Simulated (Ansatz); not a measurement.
Molecular dynamics of Li

Input file:

```yaml
accuracy: low
crystal:
  lattice:
    - [7.094447, 0.0, 0.0]
    - [0.0, 7.094447, 0.0]
    - [0.0, 0.0, 7.094447]
  atoms:
    - { symbol: Li, position: [0.0, 0.0, 0.0] }
    - { symbol: Li, position: [0.5, 0.0, 0.0] }
    - { symbol: Li, position: [0.0, 0.5, 0.0] }
    - { symbol: Li, position: [0.0, 0.0, 0.5] }
    - { symbol: Li, position: [0.25, 0.25, 0.25] }
    - { symbol: Li, position: [0.5, 0.5, 0.0] }
    - { symbol: Li, position: [0.5, 0.0, 0.5] }
    - { symbol: Li, position: [0.75, 0.25, 0.25] }
    - { symbol: Li, position: [0.0, 0.5, 0.5] }
    - { symbol: Li, position: [0.25, 0.75, 0.25] }
    - { symbol: Li, position: [0.25, 0.25, 0.75] }
    - { symbol: Li, position: [0.5, 0.5, 0.5] }
    - { symbol: Li, position: [0.75, 0.75, 0.25] }
    - { symbol: Li, position: [0.75, 0.25, 0.75] }
    - { symbol: Li, position: [0.25, 0.75, 0.75] }
    - { symbol: Li, position: [0.75, 0.75, 0.75] }
basis:
  ecutwfc: 420.0
kpoints:
  mp_grid: { grid: [2, 2, 2] }
hamiltonian:
  xc: pbe
scf:
  occupations: { method: fermi_dirac, width: 0.16 }
  lower_state_search: "off"
md:
  timestep: 1
  n_steps: 250
  ensemble: nvt_langevin
  temperature: 1800.0
  initial_velocities: maxwell_boltzmann
  seed: 78919
  friction: 0.02
```

Run as:

```bash
$ ansatz run input.yaml --threads 1 --pin off --max-ram 3072MiB --backend cpu --events-out ev --progress --plain --runs-dir out
```

It starts from a structure without forces on its atoms.

Output, in part (step lines):

```
md step     0: t =     0.00 fs  T =  1687.5 K  F+E_penalty+E_count = -3274.95476463 eV  E_kin = 3.490020 eV  (6 SCF iters)
md step     1: t =     1.00 fs  T =  1775.9 K  F+E_penalty+E_count = -3274.94920792 eV  E_kin = 3.672799 eV  (7 SCF iters)
md step     2: t =     2.00 fs  T =  1642.3 K  F+E_penalty+E_count = -3274.93284685 eV  E_kin = 3.396535 eV  (7 SCF iters)
md step     3: t =     3.00 fs  T =  1675.1 K  F+E_penalty+E_count = -3274.90643801 eV  E_kin = 3.464358 eV  (6 SCF iters)
md step     4: t =     4.00 fs  T =  1559.6 K  F+E_penalty+E_count = -3274.87047467 eV  E_kin = 3.225524 eV  (6 SCF iters)
md step     5: t =     5.00 fs  T =  1367.7 K  F+E_penalty+E_count = -3274.82638017 eV  E_kin = 2.828696 eV  (5 SCF iters)
md step     6: t =     6.00 fs  T =  1130.9 K  F+E_penalty+E_count = -3274.77740172 eV  E_kin = 2.338842 eV  (5 SCF iters)
md step     7: t =     7.00 fs  T =  1163.2 K  F+E_penalty+E_count = -3274.72479973 eV  E_kin = 2.405613 eV  (5 SCF iters)
[... lines left out ...]
md step   249: t =   249.00 fs  T =  1651.1 K  F+E_penalty+E_count = -3270.86531834 eV  E_kin = 3.414733 eV  (5 SCF iters)
md step   250: t =   250.00 fs  T =  1717.0 K  F+E_penalty+E_count = -3270.83435794 eV  E_kin = 3.550993 eV  (6 SCF iters)
```

The steps, from the saved trajectory:

| time (fs) | T (K) | potential energy less start (eV) |
| --- | --- | --- |
| 0.0 | 1688 | 0.000 |
| 8.0 | 1034 | 0.287 |
| 16.0 | 837 | 0.781 |
| 24.0 | 723 | 1.262 |
| 32.0 | 816 | 1.718 |
| 40.0 | 1422 | 2.107 |
| 48.0 | 1289 | 2.485 |
| 56.0 | 1136 | 2.708 |
| 64.0 | 1196 | 2.938 |
| 72.0 | 1397 | 2.929 |
| 80.0 | 1981 | 2.642 |
| 88.0 | 1630 | 2.686 |
| 96.0 | 1984 | 3.094 |
| 104.0 | 1544 | 3.980 |
| 112.0 | 1634 | 4.512 |
| 120.0 | 1929 | 4.586 |
| 128.0 | 1737 | 4.330 |
| 136.0 | 1768 | 3.541 |
| 144.0 | 1995 | 3.030 |
| 152.0 | 1970 | 2.914 |
| 160.0 | 1658 | 3.060 |
| 168.0 | 1775 | 3.138 |
| 176.0 | 1176 | 3.337 |
| 184.0 | 1550 | 3.459 |
| 192.0 | 2234 | 3.008 |
| 200.0 | 3282 | 2.410 |
| 208.0 | 2424 | 2.676 |
| 216.0 | 1962 | 3.256 |
| 224.0 | 2399 | 3.546 |
| 232.0 | 2019 | 3.953 |
| 240.0 | 2111 | 4.056 |
| 248.0 | 1798 | 4.062 |

The run went to its last step. A run of 0.25 ps of so small a system gives no equilibrium averages. Limits of this set-up: coarse k mesh, low accuracy level.

Mean squared displacements from the first frame to the last, about the centre of mass: Li 2.50 Å².

Last frame:

```xyz
16
Lattice="7.0944 0.0000 0.0000 0.0000 7.0944 0.0000 0.0000 0.0000 7.0944" Properties=species:S:1:pos:R:3
Li -0.254 -0.057 -0.321
Li 3.736 -1.378 -0.367
Li 1.006 2.613 1.268
Li -0.670 -2.002 4.420
Li 3.905 0.817 0.976
Li 5.154 3.211 -1.366
Li 0.518 -0.399 1.971
Li 5.984 1.454 3.264
Li 0.483 2.832 3.947
Li 2.413 3.904 1.725
Li 2.276 0.617 5.507
Li 3.467 1.926 3.542
Li 5.704 4.545 0.986
Li 5.246 0.791 5.723
Li 1.060 4.234 6.251
Li 3.917 4.813 3.715
```

Time of the run: 14 min on 1 thread of Arm Neoverse V2, with other jobs on the host, peak memory 0.53 GiB.
